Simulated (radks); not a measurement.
# Pm²⁺ in [Kr] 4d10 4f5 5s2 5p5 5f1: an all-electron calculation

What are the levels of the promethium ion Pm2+, how large are its shells, and how does its energy divide?

The numbers are computed with radks (a radial shooting solver on a logarithmic mesh, Libxc functionals) version 1 (scalar-relativistic Kohn-Sham, PBE, spin-unpolarised, spherical densities, finite nucleus), except any that are marked as measured or tabulated.

### 1 The system

| Property | Result |
| --- | --- |
| element | promethium (Z = 61) |
| charge | +2 |
| electrons | 59 |
| configuration | [Kr] 4d10 4f5 5s2 5p5 5f1 |
| nuclear rms radius | 4.962 fm |

The outer shells:

Pm²⁺
```
[Kr] core
4d [↑↓][↑↓][↑↓][↑↓][↑↓]
4f [↑ ][↑ ][↑ ][↑ ][↑ ][  ][  ]
5s [↑↓]
5p [↑↓][↑↓][↑ ]
5f [↑ ][  ][  ][  ][  ][  ][  ]
```

### 2 Self-consistent calculation

The run's settings:

```text
Z 61
configuration [Kr] 4d10 4f5 5s2 5p5 5f1 6s0 5d0
relativity scalar-relativistic
functional pbe,pbe
spin unpolarised
nucleus finite rms 4.962 fm
c 137.035999084
```

Started as:

```console
> python run_ks.py task.json out
```

All runs below come from this command, one after another.

What does the calculation give?

The runs gave:

| quantity | value |
| --- | --- |
| total energy | -10018.1126 hartree |
| exchange-correlation share of it | 2.28 % |
| −T/E | 1.0665 |
| highest occupied level | 5f, -6.235 eV |
| most extended occupied level | 5f, <r> = 5.75 bohr |
| radius at density 0.001 e/bohr³ | 3.93 bohr |
| maxima of the radial density | 5 |

The radial density shows 5 maxima for 5 occupied principal shells. −T/E is 1.066: with relativity the kinetic term as defined here no longer equals −E. This is not the tabulated ground configuration, so its levels and sizes aren't those of the ground state, and no measured value stands beside it.
